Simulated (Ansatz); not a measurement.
# KMgF3: one crystal by all-electron and frozen-core methods

Does the method matter for KMgF3? The same cell, functional and mesh are run with LAPW, all electrons, frozen-core PAW and datasets made for this crystal.

Method: DFT PBE, scalar-relativistic, in Ansatz 0.2.0.

**1. Starting point**

Symmetry: Pm-3m, No. 221, cubic system. Conventional cell: a = 3.986 Å, b = 3.986 Å, c = 3.986 Å, α = 90.00°, β = 90.00°, γ = 90.00°. K (site symmetry m-3m) is surrounded by 12 F at 2.82 Å. Mg (site symmetry m-3m) is surrounded by 6 F at 1.99 Å. F (site symmetry 4/mmm) has 2 Mg at 1.99 Å and 4 K at 2.82 Å as nearest neighbours.

As a file:

```
CELL_PARAMETERS angstrom
3.98590 0.00000 0.00000
0.00000 3.98590 0.00000
0.00000 0.00000 3.98590
ATOMIC_POSITIONS crystal
K 0.50000 0.50000 0.50000
Mg 0.00000 0.00000 0.00000
F 0.50000 0.00000 0.00000
F 0.00000 0.50000 0.00000
F 0.00000 0.00000 0.50000
```

The structure is an experimental refinement, used without relaxation.

Atoms are numbered in the order of the input: K1, Mg2, F3, F4, F5.

**2. LAPW, all electrons**

input.yaml

```yaml
crystal:
  lattice:
    - [3.9859, 0.0, 0.0]
    - [0.0, 3.9859, 0.0]
    - [0.0, 0.0, 3.9859]
  atoms:
    - { symbol: K, position: [0.5, 0.5, 0.5] }
    - { symbol: Mg, position: [0.0, 0.0, 0.0] }
    - { symbol: F, position: [0.5, 0.0, 0.0] }
    - { symbol: F, position: [0.0, 0.5, 0.0] }
    - { symbol: F, position: [0.0, 0.0, 0.5] }
kpoints:
  mp_grid: { grid: [6, 6, 6] }
  band_path:
    path:
      - [0.0, 0.0, 0.0]
      - [0.0, 0.5, 0.0]
      - [0.5, 0.5, 0.0]
      - [0.0, 0.0, 0.0]
      - [0.5, 0.5, 0.5]
      - [0.0, 0.5, 0.0]
      - [0.5, 0.5, 0.5]
      - [0.5, 0.5, 0.0]
    npoints: 14
scf:
  occupations: { method: fermi_dirac, width: 0.03 }
hamiltonian:
  xc: pbe
  pseudopotentials: { kind: all_electron, lapw: { basis_error: 0.001 } }
output:
  forces: true
  stress: true
  eigenvalues: true
  populations: true
  dos: { projected: true, de: 0.2, e_range: [-14, 8] }
```

Command:

```
$ ansatz run input.yaml --threads 2 --pin off --max-ram 6144MiB --backend cpu --events-out ev --progress --plain --runs-dir out
```

**3. Frozen-core PAW**

Changes to input.yaml since step 2:

```diff
@@ -28,3 +28,3 @@
   xc: pbe
-  pseudopotentials: { kind: all_electron, lapw: { basis_error: 0.001 } }
+  pseudopotentials: { kind: paw }
 output:
@@ -33,3 +33,9 @@
   eigenvalues: true
+  efg: { contact_densities: true }
   populations: true
+  bader: true
   dos: { projected: true, de: 0.2, e_range: [-14, 8] }
+  write_density: true
+  write_potential: true
+  elf: true
+  volumetric_format: npy
```

**4. Datasets made for this crystal**

Changes to input.yaml since step 3:

```diff
@@ -23,3 +23,3 @@
       - [0.5, 0.5, 0.0]
-    npoints: 14
+    npoints: 8
 scf:
@@ -28,3 +28,3 @@
   xc: pbe
-  pseudopotentials: { kind: paw }
+  pseudopotentials: { kind: all_electron, datasets: crystal }
 output:
@@ -34,8 +34 @@
   efg: { contact_densities: true }
-  populations: true
-  bader: true
-  dos: { projected: true, de: 0.2, e_range: [-14, 8] }
-  write_density: true
-  write_potential: true
-  elf: true
-  volumetric_format: npy
```

(Steps that only read results are left out.)

What does the calculation give? Wanted: pressure; gap; Bader charges; highest ELF.

**Answer**, as computed:

```
           quantity                                           value
           pressure  LAPW 3.78, PAW 3.78, crystal datasets 3.78 GPa
         gap (LAPW)                   7.32 eV, indirect from R to Γ
Bader charges (PAW)                 K1 +0.87, Mg2 +1.77, F3 -0.88 e
  highest ELF (PAW)                             0.82, 0.56 Å from F
```

In words: The pressure of 3.8 GPa pushes the cell to expand, with the atoms held in place. The gap is 7.32 eV, indirect from R to Γ. It is the Kohn-Sham gap of a semilocal functional, which mostly lies below the gap found in experiment. F 2p states make 99 % of the projected weight in the top eV of the valence band. The projection holds only the free atom's occupied shells (K 4s, K 3p, Mg 3s, F 2p in this range). The field gradient at F3, the largest by crystal datasets, is 4.66 by PAW and 4.62 by crystal datasets (10²¹ V/m²), within 5 %. In pressure, PAW differs from LAPW by less than 0.01 GPa and +0.01 eV in the gap. The price, with the outputs that each input asks for: 24 s for LAPW against 15 s for PAW, about 1.6 to one.
